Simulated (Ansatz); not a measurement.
# Co5Si6Ru: the cost of one run

Program: Ansatz 0.2.0. Level of theory: DFT PBE, scalar-relativistic, plane waves, PAW. These are calculated values, not measurements.

### Step 1. The starting structure

Symmetry: P4/mmm, No. 123, tetragonal system. The conventional cell has a = 4.002 Å, b = 4.002 Å, c = 8.371 Å, α = 90.00°, β = 90.00°, γ = 90.00°. Around Co (site symmetry 4mm) lie 8 Si at 2.41 to 2.42 Å and 5 Co at 2.73 to 2.83 Å and 1 Ru at 2.82 Å. Co (site symmetry 4mm) is surrounded by 8 Si at 2.42 Å and 6 Co at 2.72 to 2.83 Å. Co (site symmetry 4/mmm) has 8 Si at 2.48 Å and 2 Co at 2.83 Å and 4 Ru at 2.83 Å as nearest neighbours. Si (site symmetry 2mm) is surrounded by 6 Co at 2.41 to 2.48 Å and 2 Ru at 2.48 Å and 1 Si at 2.71 Å. Around Si (site symmetry mmm) lie 8 Co at 2.42 Å and 2 Si at 2.71 Å. Ru (site symmetry 4/mmm) has 8 Si at 2.48 Å and 6 Co at 2.82 to 2.83 Å as nearest neighbours.

As a file:

```cif
data_structure
_symmetry_space_group_name_H-M 'P 1'
_symmetry_Int_Tables_number 1
_cell_length_a 4.0017
_cell_length_b 4.0017
_cell_length_c 8.3707
_cell_angle_alpha 90.000
_cell_angle_beta 90.000
_cell_angle_gamma 90.000
_cell_volume 134.04
loop_
_atom_site_label
_atom_site_type_symbol
_atom_site_fract_x
_atom_site_fract_y
_atom_site_fract_z
_atom_site_occupancy
Co1 Co 0.00000 0.00000 0.83667 1
Co2 Co 0.00000 0.00000 0.16333 1
Co3 Co 0.50000 0.50000 0.83782 1
Co4 Co 0.50000 0.50000 0.50000 1
Co5 Co 0.50000 0.50000 0.16218 1
Si1 Si 0.50000 0.00000 0.67605 1
Si2 Si 0.50000 0.00000 0.32395 1
Si3 Si 0.50000 0.00000 0.00000 1
Si4 Si 0.00000 0.50000 0.67605 1
Si5 Si 0.00000 0.50000 0.32395 1
Si6 Si 0.00000 0.50000 0.00000 1
Ru1 Ru 0.00000 0.00000 0.50000 1
```

The cell was relaxed beforehand at this level, from a generated guess; it is a trial structure. At a tolerance of 0.05 Å it has space group P4/mmm (No. 123); it has 11.17 Å³/atom, an uncorrected energy of -0.40 eV/atom over the elements.

### Step 2. Electronic structure at the relaxed geometry

input.yaml reads:

```yaml
crystal:
  lattice:
    - [4.0016508289, 0.0, 0.0]
    - [0.0, 4.0016508289, 0.0]
    - [0.0, 0.0, 8.3707083378]
  atoms:
    - { symbol: Co, position: [0.0, 0.0, 0.8366747478], spin: 0.57 }
    - { symbol: Co, position: [0.0, 0.0, 0.1633252522], spin: 0.57 }
    - { symbol: Co, position: [0.5, 0.5, 0.8378220273], spin: 0.6 }
    - { symbol: Co, position: [0.5, 0.5, 0.5], spin: 0.67 }
    - { symbol: Co, position: [0.5, 0.5, 0.1621779727], spin: 0.6 }
    - { symbol: Si, position: [0.5, 0.0, 0.6760544509] }
    - { symbol: Si, position: [0.5, 0.0, 0.3239455491] }
    - { symbol: Si, position: [0.5, 0.0, 0.0] }
    - { symbol: Si, position: [0.0, 0.5, 0.6760544509] }
    - { symbol: Si, position: [0.0, 0.5, 0.3239455491] }
    - { symbol: Si, position: [0.0, 0.5, 0.0] }
    - { symbol: Ru, position: [0.0, 0.0, 0.5], spin: 0.22 }
basis:
  ecutwfc: 420
kpoints:
  mp_grid: { grid: [10, 10, 6] }
  band_path:
    path:
      - [[0.0, 0.0, 0.0], [0.0, 0.5, 0.0], [0.5, 0.5, 0.0], [0.0, 0.0, 0.0], [0.0, 0.0, 0.5], [0.0, 0.5, 0.5], [0.5, 0.5, 0.5], [0.0, 0.0, 0.5]]
      - [[0.0, 0.5, 0.0], [0.0, 0.5, 0.5]]
      - [[0.5, 0.5, 0.0], [0.5, 0.5, 0.5]]
    npoints: 10
hamiltonian:
  xc: pbe
scf:
  occupations: { method: gaussian, width: 0.1 }
  n_extra_bands: 30
output:
  forces: true
  stress: true
  eigenvalues: true
  populations: true
  dos: { projected: true, de: 0.02, nscf_kmesh: { grid: [12, 12, 8] } }
  bader: false
  write_density: true
  write_potential: true
  elf: true
  volumetric_format: npy
magnetization:
  spin_polarized: true
checkpoint:
  read: start.run
  write: ck
  compress: false
  write_wavefunctions: false
  write_every: 100000
```

Run with:

```
$ ansatz run input.yaml --threads 4 --pin off --max-ram 8192MiB --backend cpu --events-out ev --progress --plain --runs-dir out
```

Q: Estimate wall time and peak memory on 4 threads of Intel Xeon at 2.70GHz, shared host.

About 1.8 min, with a peak of 1.8 GiB.
